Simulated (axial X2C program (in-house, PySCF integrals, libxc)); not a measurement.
**All-electron X2C curves of PbK**

What are the state, bond length, wavenumber and bond energy of PbK, and what does spin–orbit coupling change?

The runs use an in-house X2C program for linear molecules on PySCF integrals; all-electron X2C, Pb dyall-v2z, K dyall-v2z.

All values are calculated.

### Step 1. The job

Input file task.json:

```json
{
 "zs": [
  82,
  19
 ],
 "q": 0,
 "bas": [
  "dyall-v2z",
  "dyall-v2z"
 ],
 "levels": [
  "PBE0",
  "HF",
  "M06",
  "BP86"
 ],
 "cc": false,
 "r0": 3.4,
 "npts": 10,
 "nst": 2,
 "ntry": 6
}
```

Keys: zs atomic numbers; q charge; bas basis sets; levels methods (HF also brings MP2); cc coupled cluster on or off; r0 starting distance in Å; npts points asked for on the curve; nst determinants followed; ntry starts of the search.

Command:

```console
python so2c.py task.json out
```

Spin-free means the one-electron spin-free X2C Hamiltonian; two-component (2c) means X2C with spin–orbit coupling and atomic mean-field two-electron Coulomb and Gaunt terms. Basis: Pb dyall-v2z contracted to [10s12p9d5f], K dyall-v2z contracted to [9s10p2d]; Gaussian nuclei, density fitting. Masses: Pb 207.977 u, K 38.964 u.

Notation: σ, π±, δ± give the projection m of an orbital's angular momentum (0, ±1, ±2), α and β its spin, Λ and M_S the sums; ω is the projection of a spinor's total angular momentum and Ω the sum. Logs are in hartree.

The results follow Hamiltonian by Hamiltonian and level by level.

### Step 2. Search for the lowest determinant

PBE0 moves the distance from 3.400 Å to 3.550 Å and compares determinants there.

Spin-free determinants:

| ΔE (eV) | state | open shells |
| --- | --- | --- |
| 0.00 | M_S = 3/2, Λ = 0 | beyond closed shells: σα, π+α, π-α |
| 0.42 | M_S = 1/2, Λ = 0 | beyond closed shells: σβ, π+α, π-α |
| 0.42 | M_S = 1/2, Λ = 1 | beyond closed shells: π+α |
| 0.85 | M_S = 1/2, Λ = 0 | beyond closed shells: σα, π+β, π-α |
| 0.85 | M_S = 1/2, Λ = 2 | beyond closed shells: σα, π+α, π+β |
| 1.36 | M_S = 3/2, Λ = 1 | beyond closed shells: 2 × σα, π+α |
| 1.81 | M_S = 1/2, Λ = 1 | beyond closed shells: π+α, π+β, π-α |

Two-component determinants:

```csv
ΔE (eV),state,open shells
0.00,Ω = 1/2,excess of +ω over −ω: ω = 1/2
0.20,Ω = 3/2,excess of +ω over −ω: ω = 3/2
0.88,Ω = 1/2,"excess of +ω over −ω: 2 × ω = -1/2, ω = 3/2"
1.25,Ω = 5/2,"excess of +ω over −ω: 2 × ω = 1/2, ω = 3/2"
1.79,Ω = 3/2,excess of +ω over −ω: 3 × ω = 1/2
1.88,Ω = 1/2,excess of +ω over −ω: ω = 1/2
```

### Step 3. PBE0, spin-free

State followed: M_S = 3/2, Λ = 0 (beyond closed shells: σα, π+α, π-α). The scan is laid around 3.550 Å, a first estimate of the minimum, and this SCF restarts from the orbitals of the search.

The SCF at the reference distance of 3.550 Å:

```text
spin-free X2C-1e  PBE0
basis functions 175  fitting functions 994  grid points 5808
iter        total energy     max residual
   1     -21488.065428727     9.48e-05
   2     -21488.065428764     8.04e-05
   3     -21488.065428803     1.34e-05
   4     -21488.065428805     1.18e-05
converged
one-electron -29869.59482707  Coulomb 8577.75571797  exact exchange -105.49965460  xc functional -322.96838190  nuclear repulsion 232.24171679
```

Along the bond, energies from the lowest point:

```tsv
R (Å)	E (eV)	μ (D)	HOMO (eV)	LUMO (eV)	iterations
3.088	0.0629	8.74	-3.73	-1.63	9
3.231	0.0088	9.08	-3.64	-1.67	9
3.337	0.0000	9.32	-3.59	-1.70	9
3.443	0.0105	9.55	-3.54	-1.73	8
3.550	0.0353	9.75	-3.50	-1.75	4
3.674	0.0770	9.97	-3.46	-1.78	8
3.799	0.1279	10.15	-3.43	-1.82	8
3.958	0.2013	10.35	-3.40	-1.88	9
4.154	0.2962	10.50	-3.37	-1.94	9
4.438	0.4325	10.56	-3.38	-2.02	9
```

Dipoles are positive if K is the positive end.

Outer orbitals at the reference distance:

```
symmetry  occupied  ε (eV)            atomic character
     π+α       yes  -21.76                    100% K p
     π-α       yes  -21.76                    100% K p
      σα       yes  -21.75            93% K p, 7% Pb d
     π-β       yes  -21.71                    100% K p
     π+β       yes  -21.71                    100% K p
      σβ       yes  -21.67            97% K p, 3% Pb d
      σα       yes  -21.41            93% Pb d, 7% K p
     π-α       yes  -21.40                   100% Pb d
     π+α       yes  -21.40                   100% Pb d
     δ-α       yes  -21.30                   100% Pb d
     δ+α       yes  -21.30                   100% Pb d
      σβ       yes  -21.21            97% Pb d, 3% K p
     π+β       yes  -21.17                   100% Pb d
     π-β       yes  -21.17                   100% Pb d
     δ+β       yes  -21.05                   100% Pb d
     δ-β       yes  -21.05                   100% Pb d
      σα       yes  -12.13    91% Pb s, 6% K p, 3% K s
      σβ       yes  -10.28    92% Pb s, 6% K p, 2% K s
      σα       yes   -4.03   67% Pb p, 28% K s, 3% K p
     π-α       yes   -3.50            92% Pb p, 8% K p
     π+α       yes   -3.50            92% Pb p, 8% K p
      σβ        no   -1.75   70% K s, 26% Pb p, 3% K p
      σα        no   -1.73  58% K s, 25% K p, 16% Pb p
      σβ        no   -0.61  50% Pb p, 32% K p, 16% K s
     π-β        no   -0.58           66% Pb p, 33% K p
```

PBE0 fields in the half plane through the axis: z from -2.4 to 5.7 Å across, distance from the axis 0.15 to 2.25 Å upwards; Pb lies at z = 0 and K at z = 3.550 Å; the ELF is damped to zero where the density is low.

log10 density (e/bohr³). Ten even steps from '0' (-4.20 ) to '9' (1.93 ):
```
0111222222222221111111100000
1112222333322222211111110000
1122233333333222222222211100
1222334444433322223333321100
1223344454443333334444432110
1223445565544333345555443210
2233456777654333455666543211
2233456898654433456786653211
```

ELF. Ten even steps from ' ' (0.00 ) to '@' (0.88 ):
```
  ..::--++**##########****++++==--::..                  
  ..--++**####%%%%%%%%####****++--..                    
..::==++####################**==::                      
..--++**####**********######**--..  ..::::::..          
::--++****++==========++**##++::  ..++##%%##++::        
::--++**++====++++++--==++**==....++%%@@@@@@%%**::      
::==++++++==++##**##++--==++--  ::%%@@%%==@@@@%%==..    
::==++++====##--==--##==--++--  --@@@@::@@..@@@@++..    
```

Re = 3.327 Å, ωe = 120.2 cm⁻¹, ωexe = 0.362 cm⁻¹, Be = 0.04641 cm⁻¹, De = 1.16 eV, μ = 9.30 D.

### Step 4. HF, spin-free

Output at 3.550 Å:

```text
spin-free X2C-1e  HF
basis functions 175  fitting functions 994  grid points 5808
iter        total energy     max residual
   1     -21481.596010713     6.00e-01
   2     -21481.632660311     1.79e-02
   3     -21481.633674512     1.95e-02
   4     -21481.634025996     4.83e-03
   5     -21481.634095603     1.28e-03
   6     -21481.634128462     1.64e-03
   7     -21481.634131861     4.43e-04
   8     -21481.634132614     1.45e-04
   9     -21481.634132686     7.88e-05
  10     -21481.634132698     9.75e-06
  11     -21481.634132700     1.10e-05
  12     -21481.634132700     5.77e-06
  13     -21481.634132701     7.03e-07
converged
one-electron -29870.97902058  Coulomb 8579.27077059  exact exchange -422.16759950  xc functional 0.00000000  nuclear repulsion 232.24171679
```

Re = 3.421 Å, ωe = 118.0 cm⁻¹, ωexe = 0.347 cm⁻¹, Be = 0.04388 cm⁻¹, De = 0.818 eV, μ = 11.24 D.

### Step 5. M06, spin-free

Output at 3.550 Å:

```text
spin-free X2C-1e  M06
basis functions 175  fitting functions 994  grid points 5808
iter        total energy     max residual
   1     -21488.651460420     5.51e-01
   2     -21488.665686035     7.73e-03
   3     -21488.665916052     1.66e-02
   4     -21488.666044142     2.80e-03
   5     -21488.666057244     1.98e-03
   6     -21488.666061967     6.37e-04
   7     -21488.666062403     1.69e-04
   8     -21488.666062461     9.09e-05
   9     -21488.666062480     2.99e-05
  10     -21488.666062481     2.55e-06
converged
one-electron -29869.54650772  Coulomb 8577.76113615  exact exchange -113.95787875  xc functional -315.16452895  nuclear repulsion 232.24171679
```

Re = 3.307 Å, ωe = 127.7 cm⁻¹, Be = 0.04697 cm⁻¹, De = 1.01 eV, μ = 9.39 D.

### Step 6. BP86, spin-free

Output at 3.550 Å:

```text
spin-free X2C-1e  BP86
basis functions 175  fitting functions 994  grid points 5808
iter        total energy     max residual
   1     -21490.965903312     2.79e-01
   2     -21490.971490848     6.37e-03
   3     -21490.971789435     1.27e-02
   4     -21490.971839083     6.77e-04
   5     -21490.971842056     6.90e-04
   6     -21490.971843318     2.83e-04
   7     -21490.971843460     1.28e-04
   8     -21490.971843512     4.61e-05
   9     -21490.971843515     8.90e-06
converged
one-electron -29868.22799099  Coulomb 8576.35787702  exact exchange 0.00000000  xc functional -431.34344634  nuclear repulsion 232.24171679
```

Re = 3.352 Å, ωe = 114.1 cm⁻¹, ωexe = 0.376 cm⁻¹, Be = 0.04571 cm⁻¹, De = 1.15 eV, μ = 8.58 D.

### Step 7. Correlated methods, spin-free

Correlated methods: 23 electrons correlated (frozen shells, counted by type: Pb 5 s, 4 p, 2 d, 1 f; K 2 s, 1 p), 159 virtual spinors in MP2.

MP2: Re = 3.333 Å, ωe = 123.6 cm⁻¹, Be = 0.04623 cm⁻¹, De = 1.04 eV.

### Step 8. A higher determinant, spin-free

State: M_S = 1/2, Λ = 0 (beyond closed shells: σβ, π+α, π-α).

Output at the reference distance:

```text
spin-free X2C-1e  PBE0
basis functions 175  fitting functions 994  grid points 5808
iter        total energy     max residual
   1     -21488.049888904     3.60e-05
   2     -21488.049888909     2.11e-05
   3     -21488.049888911     5.51e-06
converged
one-electron -29868.80132631  Coulomb 8576.95537890  exact exchange -105.49173042  xc functional -322.95392787  nuclear repulsion 232.24171679
```

```tsv
R (Å)	E above the lowest PBE0 point (eV)
3.088	0.543
3.231	0.474
3.337	0.452
3.443	0.449
3.550	0.458
3.674	0.481
3.799	0.512
3.958	0.560
4.154	0.623
```

Re = 3.415 Å, ωe = 102.0 cm⁻¹, ωexe = 0.471 cm⁻¹, Be = 0.04405 cm⁻¹, μ = 8.34 D. ⟨S²⟩ = 1.76 against 0.75 for a pure state, so this determinant mixes spins. Te = 0.45 eV.

### Step 9. The spin-free curves together

Energy (eV) of the followed determinant, spin-free, from each level's lowest point:

```tsv
R (Å)	PBE0	HF	MP2	M06	BP86
3.088	0.063	0.127	0.069	0.057	0.071
3.231	0.009	0.036	0.011	0.005	0.013
3.337	0.000	0.006	0.000	0.000	0.000
3.443	0.011	0.000	0.010	0.015	0.006
3.550	0.035	0.012	0.036	0.044	0.025
3.674	0.077	0.043	0.080	0.091	0.061
3.799	0.128	0.087	0.135	0.147	0.105
3.958	0.201	0.155	0.216	0.224	0.170
4.154	0.296	0.249	0.322	0.323	0.255
4.438	0.432	0.390	0.477	0.459	0.378
```

### Step 10. PBE0, 2c

State followed: Ω = 1/2 (excess of +ω over −ω: ω = 1/2). The scan is laid around 3.550 Å, a first estimate of the minimum, and this SCF restarts from the orbitals of the search.

The SCF at the reference distance of 3.550 Å:

```text
two-component X2C + atomic mean field  PBE0
basis functions 175  fitting functions 994  grid points 5808
iter        total energy     max residual
   1     -21494.013759077     5.47e-05
   2     -21494.013759078     3.25e-06
converged
one-electron -29852.50256420  Coulomb 8575.04974220  exact exchange -105.48052314  xc functional -323.01526887  nuclear repulsion 232.24171679  atomic mean-field constant -20.30686186
```

Along the bond, energies from the lowest point:

```tsv
R (Å)	E (eV)	μ (D)	HOMO (eV)	LUMO (eV)	iterations
3.088	0.1658	5.64	-3.18	-1.70	11
3.231	0.0676	5.67	-3.17	-1.70	11
3.337	0.0264	5.66	-3.17	-1.70	12
3.443	0.0055	5.62	-3.16	-1.70	11
3.550	0.0000	5.56	-3.16	-1.70	2
3.674	0.0078	5.47	-3.16	-1.70	10
3.799	0.0261	5.35	-3.15	-1.71	9
3.958	0.0592	5.16	-3.15	-1.71	9
4.154	0.1070	4.90	-3.15	-1.72	11
4.438	0.1785	4.47	-3.15	-1.72	12
```

Dipoles are positive if K is the positive end.

Outer spinors at the reference distance:

```
   ω  occupied  ε (eV)            atomic character     λ mixture
 3/2       yes  -23.07                   100% Pb d  81% δ, 19% π
-3/2       yes  -23.04                   100% Pb d  80% δ, 20% π
 1/2       yes  -23.01                   100% Pb d  61% π, 39% σ
-1/2       yes  -23.00                   100% Pb d  60% π, 40% σ
-1/2       yes  -21.20                    100% K p  79% π, 21% σ
 1/2       yes  -21.18                    100% K p  65% π, 35% σ
 3/2       yes  -20.96                    100% K p        100% π
 1/2       yes  -20.92                     99% K p  64% σ, 36% π
-3/2       yes  -20.92                    100% K p        100% π
-1/2       yes  -20.91                     99% K p  78% σ, 22% π
-5/2       yes  -20.49                   100% Pb d        100% δ
 5/2       yes  -20.44                   100% Pb d        100% δ
 3/2       yes  -20.43                   100% Pb d  82% π, 18% δ
-3/2       yes  -20.42                   100% Pb d  80% π, 20% δ
 1/2       yes  -20.40                    99% Pb d  62% σ, 38% π
-1/2       yes  -20.39                    99% Pb d  60% σ, 40% π
-1/2       yes  -11.68    92% Pb s, 6% K p, 2% K s        100% σ
 1/2       yes  -11.43    91% Pb s, 6% K p, 3% K s        100% σ
 1/2       yes   -4.30    90% Pb p, 6% K s, 3% K p  62% π, 38% σ
-1/2       yes   -4.18    90% Pb p, 6% K s, 4% K p  51% σ, 49% π
 1/2       yes   -3.16   51% Pb p, 45% K s, 3% K p  70% σ, 30% π
-1/2        no   -1.70   47% K s, 46% Pb p, 6% K p  64% σ, 36% π
-3/2        no   -1.46           84% Pb p, 16% K p        100% π
 1/2        no   -1.39  38% K s, 34% Pb p, 28% K p   92% σ, 8% π
 3/2        no   -1.30           69% Pb p, 30% K p        100% π
```

PBE0 fields in the half plane through the axis: z from -2.4 to 5.7 Å across, distance from the axis 0.15 to 2.25 Å upwards; Pb lies at z = 0 and K at z = 3.550 Å; the ELF is damped to zero where the density is low.

log10 density (e/bohr³). Ten even steps from '0' (-3.80 ) to '9' (1.93 ):
```
0001111111111111111111000000
0011122222222111111111110000
0111222333222222112222111100
1112233333333222222332221100
1122334444433322233444322110
1223345555543332334555432210
1223445676544333345666543211
1223456898654333356786543211
```

ELF. Ten even steps from '0' (0.01 ) to '9' (0.88 ):
```
0001122222222233332111112110
0012344443333344210000001111
0124555544444443100000000111
1245555444455542000121100012
2356654433445641014777420001
3466544555445640048999851001
3566545767534630189749983001
3566547343744530299291984101
```

Re = 3.542 Å, ωe = 92.0 cm⁻¹, ωexe = 0.524 cm⁻¹, Be = 0.04094 cm⁻¹, De = 0.468 eV, μ = 5.57 D.

### Step 11. HF, 2c

The SCF at the reference distance of 3.550 Å:

```text
two-component X2C + atomic mean field  HF
basis functions 175  fitting functions 994  grid points 5808
iter        total energy     max residual
   1     -21487.440059632     1.07e+00
   2     -21487.477093493     1.75e-02
   3     -21487.478109602     3.20e-02
   4     -21487.478448131     7.78e-03
   5     -21487.478551240     3.27e-03
   6     -21487.478652810     7.06e-03
   7     -21487.478695912     4.15e-03
   8     -21487.478752979     1.24e-03
   9     -21487.478784295     3.18e-03
  10     -21487.478807787     2.36e-03
  11     -21487.478820595     5.74e-04
  12     -21487.478829354     8.85e-04
  13     -21487.478834281     1.07e-03
  14     -21487.478836458     4.75e-04
  15     -21487.478837166     7.00e-05
  16     -21487.478837437     1.82e-04
  17     -21487.478837570     1.30e-04
  18     -21487.478837618     2.57e-05
  19     -21487.478837627     1.31e-05
  20     -21487.478837628     8.31e-06
  21     -21487.478837628     1.72e-06
converged
one-electron -29851.45852881  Coulomb 8574.11215635  exact exchange -422.06732010  xc functional 0.00000000  nuclear repulsion 232.24171679  atomic mean-field constant -20.30686186
```

No constants are quoted: too few points lie around the minimum for a second fit to confirm the first.

### Step 12. M06, 2c

Output at 3.550 Å:

```text
two-component X2C + atomic mean field  M06
basis functions 175  fitting functions 994  grid points 5808
iter        total energy     max residual
   1     -21494.550772513     5.65e-01
   2     -21494.566303505     7.99e-03
   3     -21494.566890019     2.58e-02
   4     -21494.567118091     4.90e-03
   5     -21494.567248769     8.56e-03
   6     -21494.567323296     7.13e-03
   7     -21494.567395274     1.19e-03
   8     -21494.567474985     4.45e-03
   9     -21494.567518677     5.52e-03
  10     -21494.567532798     1.18e-03
  11     -21494.567554489     4.66e-03
  12     -21494.567673188     1.67e-02
  13     -21494.567746842     2.50e-02
  14     -21494.567873283     1.52e-02
  15     -21494.568030272     6.47e-03
  16     -21494.568049944     1.88e-03
  17     -21494.568059709     1.90e-03
  18     -21494.568065655     8.54e-04
  19     -21494.568068579     4.10e-04
  20     -21494.568068946     2.08e-04
  21     -21494.568069020     4.93e-05
  22     -21494.568069033     1.71e-05
  23     -21494.568069035     1.73e-05
converged
one-electron -29851.89224143  Coulomb 8574.48949035  exact exchange -113.93627887  xc functional -315.16389402  nuclear repulsion 232.24171679  atomic mean-field constant -20.30686186
```

Re = 3.548 Å, ωe = 94.4 cm⁻¹, ωexe = 0.492 cm⁻¹, Be = 0.04081 cm⁻¹, De = 0.619 eV, μ = 6.55 D.

### Step 13. BP86, 2c

Output at 3.550 Å:

```text
two-component X2C + atomic mean field  BP86
basis functions 175  fitting functions 994  grid points 5808
iter        total energy     max residual
   1     -21496.954533479     3.74e-01
   2     -21496.960055727     6.37e-03
   3     -21496.960351335     1.43e-02
   4     -21496.960404302     6.99e-04
   5     -21496.960408376     6.35e-04
   6     -21496.960409155     1.90e-04
   7     -21496.960409397     6.98e-05
   8     -21496.960409458     3.08e-05
   9     -21496.960409491     2.08e-05
  10     -21496.960409510     1.34e-05
  11     -21496.960409514     5.33e-06
converged
one-electron -29851.33980478  Coulomb 8573.86096343  exact exchange 0.00000000  xc functional -431.41642309  nuclear repulsion 232.24171679  atomic mean-field constant -20.30686186
```

Re = 3.564 Å, ωe = 89.6 cm⁻¹, ωexe = 0.482 cm⁻¹, Be = 0.04045 cm⁻¹, De = 0.517 eV, μ = 4.86 D.

### Step 14. MP2, 2c

Correlated methods: 23 electrons correlated (frozen shells, counted by type: Pb 5 s, 4 p, 2 d, 1 f; K 2 s, 1 p), 159 virtual spinors in MP2.

MP2: Re = 3.482 Å, ωe = 98.4 cm⁻¹, Be = 0.04237 cm⁻¹, De = 0.220 eV.

### Step 15. A higher determinant, 2c

State: Ω = 3/2 (excess of +ω over −ω: ω = 3/2).

Output at the reference distance:

```text
two-component X2C + atomic mean field  PBE0
basis functions 175  fitting functions 994  grid points 5808
iter        total energy     max residual
   1     -21494.006468341     3.19e-05
   2     -21494.006468341     1.29e-06
converged
one-electron -29853.44084767  Coulomb 8576.02054460  exact exchange -105.48943588  xc functional -323.03158433  nuclear repulsion 232.24171679  atomic mean-field constant -20.30686186
```

```tsv
R (Å)	E above the lowest PBE0 point (eV)
3.088	0.203
3.231	0.158
3.337	0.154
3.443	0.169
3.550	0.198
3.674	0.245
3.799	0.300
3.958	0.379
4.154	0.481
```

Re = 3.301 Å, ωe = 122.7 cm⁻¹, Be = 0.04716 cm⁻¹, μ = 9.26 D. Te = 0.15 eV.

### Step 16. The 2c curves together

Energy (eV) of the followed determinant, 2c, from each level's lowest point:

```tsv
R (Å)	PBE0	HF	MP2	M06	BP86
3.088	0.166	0.357	0.158	0.182	0.174
3.231	0.068	0.220	0.055	0.075	0.074
3.337	0.026	0.150	0.015	0.030	0.031
3.443	0.005	0.100	0.000	0.007	0.008
3.550	0.000	0.065	0.002	0.000	0.000
3.674	0.008	0.036	0.014	0.008	0.005
3.799	0.026	0.018	0.033	0.027	0.021
3.958	0.059	0.005	0.059	0.062	0.052
4.154	0.107	0.000	0.092	0.114	0.099
4.438	0.179	0.002	0.134	0.195	0.170
```

The whole job took 3.1 min on 1 thread of Arm Neoverse N1, shared host; peak memory 0.39 GiB.

### Step 17. Constants

Lowest determinant that the search found at its distance, spin-free: M_S = 3/2, Λ = 0 (beyond closed shells: σα, π+α, π-α).

Lowest determinant that the search found at its distance, 2c: Ω = 1/2 (excess of +ω over −ω: ω = 1/2).

| Hamiltonian | level | Re (Å) | ωe (cm⁻¹) | De (eV) | μ (D) |
| --- | --- | --- | --- | --- | --- |
| spin-free | PBE0 | 3.327 | 120.2 | 1.16 | 9.30 |
| spin-free | HF | 3.421 | 118.0 | 0.818 | 11.24 |
| spin-free | MP2 | 3.333 | 123.6 | 1.04 | n/a |
| spin-free | M06 | 3.307 | 127.7 | 1.01 | 9.39 |
| spin-free | BP86 | 3.352 | 114.1 | 1.15 | 8.58 |
| 2c | PBE0 | 3.542 | 92.0 | 0.468 | 5.57 |
| 2c | MP2 | 3.482 | 98.4 | 0.220 | n/a |
| 2c | M06 | 3.548 | 94.4 | 0.619 | 6.55 |
| 2c | BP86 | 3.564 | 89.6 | 0.517 | 4.86 |

Dipoles are positive if K is the positive end. No constants: 2c HF (too few points lie around the minimum for a second fit to confirm the first).

Time per point (s) on 1 thread of Arm Neoverse N1, shared host (2c runs); the times are rough: PBE0 1.4, MP2 1.9, M06 2.6, BP86 0.58.

At MP2, going from spin-free to two-component changes Re by +149 mÅ, ωe by -20.4 %; the two runs may stand on different determinants, so this isn't spin–orbit coupling alone. It costs about 2.4 times the time. De moves by -0.82 eV; both De rest on single-determinant atoms, which can miss part of an open shell's spin–orbit lowering.

De refers to Pb + K, each in the lowest determinant found, which need not be this curve's own limit. The state is a single determinant with fixed occupations, the lowest that a limited PBE0 search found. De is counted from the lowest determinant-based energies of the atoms at the same level, without counterpoise correction. Density functionals use the spin component along the axis (collinear). The meta-GGAs lack a current-density term, which matters for open shells with orbital currents, atoms included. With several unpaired electrons one determinant need not be a pure state. At some level an empty orbital lies below a filled one.
